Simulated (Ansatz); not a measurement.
# TiSn: relaxation of cell and atoms with PBE

Crystal: TiSn.

```
Ti Sn
1.0
     0.00000    2.80055    2.80055
     2.80055    0.00000    2.80055
     2.80055    2.80055    0.00000
Ti Sn
1 1
Cartesian
  0.0000 0.0000 0.0000
  2.8005 2.8005 2.8005
```

The cell was built by a generator and needn't be a form met in nature.

```json
{"Program": "Ansatz 0.2.0", "Task": "relaxation of cell and atoms", "Functional": "PBE", "Potentials or basis": "Ansatz PAW", "Cutoff": "420 eV (not typed: the program's choice for these potentials)", "k mesh": "8 × 8 × 8", "Occupations": "fermi-dirac, width 0.05 eV", "Spin": "no spin polarisation"}
```

```json
{
  "Energy gained by relaxing": "0.0 meV/atom",
  "Ionic steps": "2",
  "Pressure after relaxing": "0.0 GPa",
  "Band gap on the k mesh": "none (metal or under the smearing width)"
}
```

Final structure:
```xyz
2
Lattice="0.0000 2.8005 2.8005 2.8005 0.0000 2.8005 2.8005 2.8005 0.0000" Properties=species:S:1:pos:R:3 pbc="T T T"
Ti    0.0000    0.0000    0.0000
Sn    2.8005    2.8005    2.8005
```

Levels at points of the mesh, in eV from the Fermi level:
```
             k point  band 9  band 10  band 11  band 12  band 13  band 14  band 15  band 16  band 17
  (0.00, 0.00, 0.00)  -20.81    -9.68     0.11     0.11     0.11     0.45     0.45     3.33     3.33
 (0.00, 0.00, -0.50)  -20.78    -7.04    -4.61    -1.45    -1.45     0.98     0.98     1.44     5.31
(0.00, -0.50, -0.50)  -20.77    -6.95    -3.37    -0.97     0.18     0.18     0.86     1.30     1.30
```

Wall time 2.2 s on 2 threads of Arm Neoverse V1, with other jobs on the host, peak memory 0.34 GiB.

Caveat: the plane-wave basis is chosen anew once the cell has moved, so the energies of steps on either side of that aren't comparable.
